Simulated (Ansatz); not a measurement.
**F₃H₂InSe: a ladder of functionals and wavefunction methods**

One table from this session's results is given with a row withheld; the runs are named, their logs left out.

Method: functionals in def2-TZVPP, the program's frozen cores in correlated methods; program: Ansatz 0.2.0, Gaussian basis.

The runs, in order: LDA (SPW92), PBE-D4, revPBE-D4, BLYP-D4, r2SCAN-D4, B97M-V, PBE0-D4, B3LYP-D4, r2SCANh-D4, r2SCAN0-D4, HSE06-D4, BHLYP-D4, CAM-B3LYP-D4, LC-ωPBE, ωB97X-V, ωB97M-V, B2PLYP, PBE-QIDH; CCSD(T)/def2-SVP; CCSD(T)/def2-TZVPP; MP2/def2-QZVPP; extrapolation to the limit; RPA on PBE.

## The geometry

All runs share one geometry, relaxed beforehand with PBE0-D4 in a triple-zeta def2 set. In takes the def2 core potential; no spin-orbit term is included.

SMILES `[F][In-]([F])([F])[SeH2+]`, 7 atoms, charge 0, spin multiplicity 1.

Atoms are counted from 1 here; the program's logs count them from 0.

Bond lengths: F1–In2 1.936 Å, In2–F3 1.946 Å, In2–F4 1.946 Å, In2–Se5 2.784 Å, Se5–H6 1.471 Å, Se5–H7 1.471 Å. Angles: F1–In2–F3 118.5°, F1–In2–F4 118.6°, F1–In2–Se5 105.5°, F3–In2–F4 117.2°, F3–In2–Se5 94.1°, F4–In2–Se5 94.2°, In2–Se5–H6 88.5°, In2–Se5–H7 88.5°, H6–Se5–H7 91.8°.

The first run:

in.yaml reads:

```yaml
crystal:
  periodic: [false, false, false]
  atoms:
    - {symbol: F, position_ang: [-0.889859, -2.019883, 1.546169]}
    - {symbol: In, position_ang: [0.214460, -1.068141, 0.271661]}
    - {symbol: F, position_ang: [1.954667, -0.417787, 0.852067]}
    - {symbol: F, position_ang: [-0.003738, -1.457269, -1.622740]}
    - {symbol: Se, position_ang: [-0.895983, 1.478404, 0.083809]}
    - {symbol: H, position_ang: [0.460331, 2.036185, 0.202685]}
    - {symbol: H, position_ang: [-0.778680, 1.380494, -1.379550]}
basis:
  gaussian: {orbitals: def2-TZVPP}
hamiltonian: {xc: lda}
output: {orbitals: {seedname: orbitals}}
```

Run with:

```console
> ansatz run in.yaml --threads 4 --pin off --events-out ev --progress --plain --max-ram 10444MiB
```

Among the steps run: LDA; PBE-D4 (GGA); revPBE-D4 (GGA); BLYP-D4 (GGA); r2SCAN-D4 (meta-GGA); B97M-V (meta-GGA); PBE0-D4 (hybrid); B3LYP-D4 (hybrid); r2SCANh-D4 (hybrid); r2SCAN0-D4 (hybrid); HSE06-D4 (hybrid); BHLYP-D4 (hybrid); CAM-B3LYP-D4 (range-separated); LC-ωPBE (range-separated); ωB97X-V (range-separated); ωB97M-V (range-separated); B2PLYP (double hybrid); PBE-QIDH (double hybrid).

One table of the session follows, with a row left open; its other results are not shown here.

It belongs to the step «Orbital energies across the functionals». 

```
  functional  HOMO (eV)  LUMO (eV)  gap (eV)
 LDA (SPW92)      -8.23      -3.41      4.82
      PBE-D4      -8.01      -3.01      5.00
   revPBE-D4      -7.93      -2.85      5.08
     BLYP-D4      -7.89      -3.00      4.89
   r2SCAN-D4      -8.39      -2.76      5.64
      B97M-V      -8.47      -2.82      5.64
     PBE0-D4      -9.47      -2.08      7.38
    B3LYP-D4      -9.21      -2.45      6.76
  r2SCANh-D4      -8.94      -2.43      6.51
  r2SCAN0-D4      -9.72      -1.93      7.78
    HSE06-D4      -9.07      -2.45      6.62
    BHLYP-D4     -10.69      -1.22      9.47
CAM-B3LYP-D4     -10.79      -1.17      9.62
     LC-ωPBE     -12.09       0.21     12.31
     ωB97X-V     -11.75       0.05     11.81
     ωB97M-V          ?          ?         ?
```

**Question.** Estimate the row for ωB97M-V.

**Answer.** HOMO (eV): -11.63; LUMO (eV): -0.13; gap (eV): 11.50. In the column «HOMO (eV)» it lies between ωB97X-V (-11.75) and CAM-B3LYP-D4 (-10.79).
